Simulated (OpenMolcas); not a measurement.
# Ru³⁺ among point charges: CASSCF and CASPT2 levels and susceptibility

How does a field of 4 point charges split the states of Ru³⁺, and what χT follows?

Program: OpenMolcas 26.06. Level of theory: state-averaged CASSCF and CASPT2, spin-orbit coupling by RASSI with atomic mean-field integrals. These are calculated values, not measurements, unless marked.

**1. The system**

```
Species                           : Ru³⁺ (ruthenium, Z = 44, 41 electrons)
Basis                             : ANO-RCC-VDZP [6s5p3d1f], 43 functions
Scalar Hamiltonian                : DKH2, point nucleus
Inactive shells                   : 1s 2s 2p 3s 3p 3d 4s 4p
Active space                      : 5 electrons in 5 orbitals (4d)
Some configurations of this space : 4d5
Orbitals                          : optimised for each spin and parity, averaged over all roots
```

Outer shells as boxes (Hund's rule):

4d5
```
4d [↑ ][↑ ][↑ ][↑ ][↑ ]
```

The ion sits among 4 point charges of -1 e arranged as a tetrahedron (Td), 1.69 Å from the ion.

Each step is its own input file, run in one work folder so that later steps find the files of earlier ones. Labels, J, g values, rates, χT and fits are worked out afterwards by a script from the matrices that RASSI stores.

**2. One- and two-electron integrals**

The input, a.inp:

```
&GATEWAY
Coord
1

Ru 0.0 0.0 0.0
Basis=ANO-RCC-VDZP
Group=NoSym
NoMove
AngMom=0.0 0.0 0.0
AMFI
XField
4 Angstrom 0
0.975722 0.975722 0.975722 -1.000000
0.975722 -0.975722 -0.975722 -1.000000
-0.975722 0.975722 -0.975722 -1.000000
-0.975722 -0.975722 0.975722 -1.000000
&SEWARD
```

Command:

```
OMP_NUM_THREADS=1 MOLCAS_MEM=1689 MOLCAS_PROJECT=a pymolcas a.inp > a.log
```

Output:

```text
Basis set label: RU.ANO-RCC...6S5P3D1F.

      Electronic valence basis set:
      ------------------
      Associated Effective Charge  44.000000 au
      Associated Actual Charge     44.000000 au
      Nuclear Model: Point charge

      Shell  nPrim  nBasis  Cartesian Spherical Contaminant
         s      21       6        X
         p      18       5        X
         d      13       3                 X
         f       6       1                 X
                  Relativistic Douglas-Kroll-Hess integrals:
                    - DKH order of Hamiltonian: 2
                    - DKH order of Properties : 0
                  Atomic mean-field integrals
```

**3. Reference wave functions, sextets, 1 root**

The input, a.inp:

```
&RASSCF
FileOrb=start.orb
Symmetry=1
Spin=6
nActEl=5 0 0
Inactive=18
Ras2=5
CIRoot=1 1 1
SDav=1
CIMx=300
Iter=120 100
PrWF=0.3
OrbListing=Nothing
MaxOrb=0
>>> COPY $Project.JobIph JOB001
```

start.orb holds the contracted functions of the basis, ordered by shell, or the orbitals of the step before.

Output, shortened:

```text
[...]
      Number of active orbitals                  5
[...]
      Spin quantum number                      2.5
[...]
      Active orbitals                            5
[...]
      Number of CSFs                             1
      Number of root(s) required                 1
[...]
      Convergence after  9 iterations
[...]
      Natural orbitals and occupation numbers for root  1
      sym 1:   1.000000   1.000000   1.000000   1.000000   1.000000
::    RASSCF root number  1 Total energy:  -4529.35880045
```

**4. Reference wave functions, quartets, 24 roots**

The input, a.inp:

```
&RASSCF
FileOrb=start.orb
Symmetry=1
Spin=4
nActEl=5 0 0
Inactive=18
Ras2=5
CIRoot=24 24 1
SDav=24
CIMx=300
Iter=120 100
PrWF=0.3
OrbListing=Nothing
MaxOrb=0
>>> COPY $Project.JobIph JOB002
```

Output, shortened:

```text
[...]
      Number of active orbitals                  5
[...]
      Spin quantum number                      1.5
[...]
      Active orbitals                            5
[...]
      Number of CSFs                            24
      Number of root(s) required                24
[...]
      Convergence after  7 iterations
[...]
      Natural orbitals and occupation numbers for root  1
      sym 1:   0.996282   0.695884   1.532583   0.475210   1.300041
      Natural orbitals and occupation numbers for root  2
      sym 1:   0.765434   0.413301   1.231902   0.988799   1.600564
      Natural orbitals and occupation numbers for root  3
      sym 1:   1.273407   0.723693   1.559194   0.448128   0.995577
::    RASSCF root number  1 Total energy:  -4529.24603249
::    RASSCF root number  2 Total energy:  -4529.24603249
::    RASSCF root number  3 Total energy:  -4529.24603249
[...]
::    RASSCF root number 21 Total energy:  -4529.15366837
::    RASSCF root number 22 Total energy:  -4529.15036954
::    RASSCF root number 23 Total energy:  -4529.15036954
::    RASSCF root number 24 Total energy:  -4529.15036954
```

**5. Reference wave functions, doublets, 75 roots**

The input, a.inp:

```
&RASSCF
FileOrb=start.orb
Symmetry=1
Spin=2
nActEl=5 0 0
Inactive=18
Ras2=5
CIRoot=75 75 1
SDav=75
CIMx=300
Iter=120 100
PrWF=0.3
OrbListing=Nothing
MaxOrb=0
>>> COPY $Project.JobIph JOB003
```

Command:

```
OMP_NUM_THREADS=1 MOLCAS_MEM=1689 MOLCAS_PROJECT=a pymolcas a.inp > a.log
```

Output, shortened:

```text
[...]
      Number of active orbitals                  5
[...]
      Spin quantum number                      0.5
[...]
      Active orbitals                            5
[...]
      Number of CSFs                            75
      Number of root(s) required                75
[...]
      Convergence after  7 iterations
[...]
      Natural orbitals and occupation numbers for root  1
      sym 1:   0.943116   0.279487   1.794590   0.287307   1.695500
      Natural orbitals and occupation numbers for root  2
      sym 1:   1.736174   0.246348   0.256912   0.981591   1.778975
      Natural orbitals and occupation numbers for root  3
      sym 1:   0.249433   0.971497   1.732384   0.269296   1.777390
::    RASSCF root number  1 Total energy:  -4529.19838398
::    RASSCF root number  2 Total energy:  -4529.19838398
::    RASSCF root number  3 Total energy:  -4529.19838398
[...]
::    RASSCF root number 27 Total energy:  -4529.14540346
::    RASSCF root number 28 Total energy:  -4529.14540346
::    RASSCF root number 29 Total energy:  -4529.14372074
::    RASSCF root number 30 Total energy:  -4529.14372074
```

**6. State interaction with spin-orbit coupling**

The input, a.inp:

```
&RASSI
NrOfJobIphs=3 1 24 75
1
1 2 3 4 5 6 7 8 9 10 11 12 13 14 15 16 17 18 19 20 21 22 23 24
1 2 3 4 5 6 7 8 9 10 11 12 13 14 15 16 17 18 19 20 21 22 23 24 25 26 27
28 29 30 31 32 33 34 35 36 37 38 39 40 41 42 43 44 45 46 47 48 49 50 51
52 53 54 55 56 57 58 59 60 61 62 63 64 65 66 67 68 69 70 71 72 73 74 75
IphNames
JOB001
JOB002
JOB003
EJob
SpinOrbit
DIPRint=1.0
SOCoupling=1000.0
Subsets=2
Property=9
'ANGMOM' 1 'ANGMOM' 2 'ANGMOM' 3 'MLTPL  1' 1 'MLTPL  1' 2 'MLTPL  1' 3
'AMFI' 1 'AMFI' 2 'AMFI' 3
SOProperty=3
'ANGMOM' 1 'ANGMOM' 2 'ANGMOM' 3
```

Output:

```text
SPIN-FREE ENERGIES:
  (Shifted by EMIN (a.u.) =      -4529.3588004491)

 SF State       Relative EMIN(au)   Rel lowest level(eV)    D:o, cm**(-1)      L_eff

     1             0.0000000000        0.0000000000              0.0000         0.0
     2             0.1127679546        3.0685723678          24749.7053         3.5
     3             0.1127679546        3.0685723678          24749.7053         3.5
     4             0.1127679546        3.0685723678          24749.7053         3.5
     5             0.1204950366        3.2788369813          26445.6037         3.9
     6             0.1204950366        3.2788369813          26445.6037         3.9
     7             0.1204950366        3.2788369813          26445.6037         3.9
     8             0.1223210599        3.3285256083          26846.3695         4.0
     9             0.1228391667        3.3426240115          26960.0808         4.0
    10             0.1228391667        3.3426240115          26960.0808         4.0
    11             0.1475234857        4.0143185490          32377.6626         2.1
    12             0.1475234857        4.0143185490          32377.6626         2.1
    13             0.1475234857        4.0143185490          32377.6626         2.1
    14             0.1511058214        4.1117988693          33163.8944         2.0
    15             0.1511058214        4.1117988693          33163.8944         2.0
    16             0.1521193441        4.1393782281          33386.3370         2.0
    17             0.1521193441        4.1393782281          33386.3370         2.0
    18             0.1521193441        4.1393782281          33386.3370         2.0
    26             0.1604164721        4.3651545825          35207.3461         5.3
    27             0.1604164721        4.3651545825          35207.3461         5.3
    28             0.1604164721        4.3651545825          35207.3461         5.3
    29             0.1676085573        4.5608611903          36785.8263         5.5
    30             0.1682736692        4.5789598083          36931.8015         5.7
    31             0.1682736692        4.5789598083          36931.8015         5.7
    32             0.1682736692        4.5789598083          36931.8015         5.7
    33             0.1715937761        4.6693045185          37660.4808         5.7
    34             0.1715937761        4.6693045185          37660.4808         5.7
    35             0.1715937761        4.6693045185          37660.4808         5.7
    36             0.1737367463        4.7276177091          38130.8084         5.9
    37             0.1737367463        4.7276177091          38130.8084         5.9
    38             0.1751319335        4.7655826871          38437.0165         6.0
    39             0.1880035283        5.1158366231          41262.0051         3.7
    40             0.1880035283        5.1158366231          41262.0051         3.7
    41             0.1880035283        5.1158366231          41262.0051         3.7
    42             0.1948258990        5.3014827894          42759.3424         3.0
    43             0.1948258990        5.3014827894          42759.3424         3.0
    44             0.2005284213        5.4566563252          44010.9013         3.5
    45             0.2005284213        5.4566563252          44010.9013         3.5
    46             0.2005284213        5.4566563252          44010.9013         3.5
    19             0.2022237295        5.5027880125          44382.9785         3.0
Eigenvalues of complex Hamiltonian:
   -----------------------------------
  (Shifted by EMIN (a.u.) =      -4529.3588004491)

 SO State       Relative EMIN(au)   Rel lowest level(eV)    D:o, cm**(-1)     J-value

     1            -0.0010669354        0.0000000000              0.0000         2.0
     2            -0.0010669354        0.0000000000              0.0000         2.0
     3            -0.0010668361        0.0000027021              0.0218         2.4
     4            -0.0010668361        0.0000027021              0.0218         2.3
     5            -0.0010668361        0.0000027021              0.0218         1.4
     6            -0.0010668361        0.0000027021              0.0218         1.6
     7             0.1106433650        3.0397921338          24517.5770         3.4
     8             0.1106433650        3.0397921338          24517.5770         3.2
     9             0.1106433650        3.0397921338          24517.5770         2.4
    10             0.1106433650        3.0397921338          24517.5770         2.2
    11             0.1112270959        3.0556762585          24645.6911         2.8
    12             0.1112270959        3.0556762585          24645.6911         2.8
    13             0.1113132675        3.0580211075          24664.6036         3.2
    14             0.1113132675        3.0580211075          24664.6036         3.2
    15             0.1116608453        3.0674791826          24740.8881         3.0
    16             0.1116608453        3.0674791826          24740.8881         3.0
    17             0.1116608453        3.0674791826          24740.8881         3.2
    18             0.1116608453        3.0674791826          24740.8881         3.2
    19             0.1187109998        3.2593236595          26288.2182         3.8
    20             0.1187109998        3.2593236595          26288.2182         3.8
    21             0.1188620380        3.2634336187          26321.3672         3.4
    22             0.1188620380        3.2634336187          26321.3672         4.4
    23             0.1188620380        3.2634336187          26321.3672         4.5
    24             0.1188620380        3.2634336187          26321.3672         3.4
    25             0.1195301924        3.2816150257          26468.0102         3.2
    26             0.1195301924        3.2816150257          26468.0102         3.2
    27             0.1195301924        3.2816150257          26468.0102         3.0
    28             0.1195301924        3.2816150257          26468.0102         3.0
    29             0.1198108733        3.2892527425          26529.6125         2.3
    30             0.1198108733        3.2892527425          26529.6125         2.3
    31             0.1211234451        3.3249696400          26817.6887         3.2
    32             0.1211234451        3.3249696400          26817.6887         4.0
    33             0.1211234451        3.3249696400          26817.6887         4.0
    34             0.1211234451        3.3249696400          26817.6887         3.2
    35             0.1217514232        3.3420577944          26955.5140         3.5
    36             0.1217514232        3.3420577944          26955.5140         3.5
    37             0.1219174304        3.3465750816          26991.9484         3.8
    38             0.1219174304        3.3465750816          26991.9484         3.8
    39             0.1220958746        3.3514307940          27031.1123         4.1
    40             0.1220958746        3.3514307940          27031.1123         3.2
    41             0.1220958746        3.3514307940          27031.1123         4.1
Weights of the five most important spin-orbit-free states for each spin-orbit state.

 SO State  Total energy (au)           Spin-free states, spin, and weights
 -------------------------------------------------------------------------------------------------------
    1        -0.001067       1 2.5  0.9923   16 1.5  0.0017   18 1.5  0.0017   17 1.5  0.0017    2 1.5  0.0009
    2        -0.001067       1 2.5  0.9923   17 1.5  0.0017   16 1.5  0.0017   18 1.5  0.0017    3 1.5  0.0009
    3        -0.001067       1 2.5  0.9923   16 1.5  0.0022   17 1.5  0.0017   18 1.5  0.0010    2 1.5  0.0010
    4        -0.001067       1 2.5  0.9923   16 1.5  0.0021   17 1.5  0.0016   18 1.5  0.0013    2 1.5  0.0012
    5        -0.001067       1 2.5  0.9923   18 1.5  0.0022   17 1.5  0.0017   16 1.5  0.0011    4 1.5  0.0010
    6        -0.001067       1 2.5  0.9923   18 1.5  0.0021   17 1.5  0.0016   16 1.5  0.0012    4 1.5  0.0010
    7         0.110643       4 1.5  0.4087    3 1.5  0.2870    2 1.5  0.2478    6 1.5  0.0069   28 0.5  0.0040
    8         0.110643       2 1.5  0.3409    4 1.5  0.3345    3 1.5  0.2681    6 1.5  0.0060   27 0.5  0.0042
    9         0.110643       3 1.5  0.3433    4 1.5  0.3038    2 1.5  0.2965    5 1.5  0.0053    7 1.5  0.0046
   10         0.110643       2 1.5  0.3728    3 1.5  0.3597    4 1.5  0.2110    7 1.5  0.0056    5 1.5  0.0053
   11         0.111227       3 1.5  0.3290    2 1.5  0.3290    4 1.5  0.3290   15 1.5  0.0011   14 1.5  0.0011
   12         0.111227       3 1.5  0.3290    2 1.5  0.3290    4 1.5  0.3290   14 1.5  0.0011   15 1.5  0.0011
```

These steps took 21 s in all on 1 thread, shared host.

Spin-free states, with their symmetry labels:

```
state  degeneracy  E (cm-1)  free-ion L (%)
  6A1           1         0         S (100)
  4T1           3     24750          G (76)
  4T2           3     26446          G (97)
  4A1           1     26846         G (100)
   4E           2     26960         G (100)
  4T2           3     32378          D (94)
   4E           2     33164         D (100)
  4T1           3     33386          P (77)
  2T2           3     35207          I (65)
  2A2           1     36786          I (81)
  2T1           3     36932          I (85)
  2T2           3     37660          I (88)
   2E           2     38131          I (94)
  2A1           1     38437         I (100)
  2T2           3     41262          D (49)
   2E           2     42759          D (76)
  2T1           3     44011          F (71)
  4A2           1     44383         F (100)
  4T1           3     45021          F (99)
  2T2           3     45388          G (33)
  4T2           3     45745          F (93)
  2A2           1     45875          F (82)
  2T1           3     46835          H (77)
   2E           2     47205          G (60)
```

With spin-orbit coupling:

| E (cm-1) | Degeneracy | Label | 2S+1 | g |
| --- | --- | --- | --- | --- |
| 0.0 | 6 |  | 6 |  |
| 24518 | 4 | Γ8 | 4 |  |
| 24646 | 2 | Γ6 | 4 | 2.72 2.72 2.72 |
| 24665 | 2 | Γ7 | 4 | 2.49 2.49 2.49 |
| 24741 | 4 | Γ8 | 4 |  |
| 26288 | 2 | Γ6 | 4 | 2.66 2.66 2.66 |
| 26321 | 4 | Γ8 | 4 |  |
| 26468 | 4 | Γ8 | 4 |  |
| 26530 | 2 | Γ7 | 4 | 0.35 0.35 0.35 |
| 26818 | 4 | Γ8 | 4 |  |
| 26956 | 2 | Γ7 | 4 | 0.54 0.54 0.54 |
| 26992 | 2 | Γ6 | 4 | 2.72 2.72 2.72 |
| 27031 | 4 | Γ8 | 4 |  |
| 31242 | 2 | Γ7 | 4 | 0.42 0.42 0.42 |
| 31320 | 4 | Γ8 | 4 |  |
| 31642 | 4 | Γ8 | 4 |  |
| 32081 | 2 | Γ7 | 4 | 1.43 1.43 1.43 |
| 32318 | 2 | Γ6 | 4 | 0.67 0.67 0.67 |
| 32785 | 4 | Γ8 | 4 |  |
| 33212 | 2 | Γ6 | 4 | 3.08 3.08 3.08 |
| 33956 | 2 | Γ6 | 4 | 1.75 1.75 1.75 |
| 34423 | 4 | Γ8 | 4 |  |
| 34519 | 4 | Γ8 | 4 |  |
| 34632 | 2 | Γ7 | 4 | 2.43 2.43 2.43 |

The table of states holds 24 of 43 computed; the rest, higher up, is left out. Principal g values are given for doublets only; a zero marks a field direction without first-order Zeeman splitting.

Powder χT (cm³ K/mol): 4.37 at 2 K, 4.37 at 5 K, 4.37 at 10 K, 4.37 at 20 K, 4.37 at 50 K, 4.37 at 100 K, 4.37 at 150 K, 4.37 at 200 K, 4.37 at 250 K, 4.37 at 300 K.

A ligand-field fit to the states below 45000 cm-1 gives 10Dq = -4081 cm-1, B = 882 cm-1 and C = 3591 cm-1 (C/B = 4.07), with a deviation of 75 cm-1.

(Part 1 of 2 ends here.)
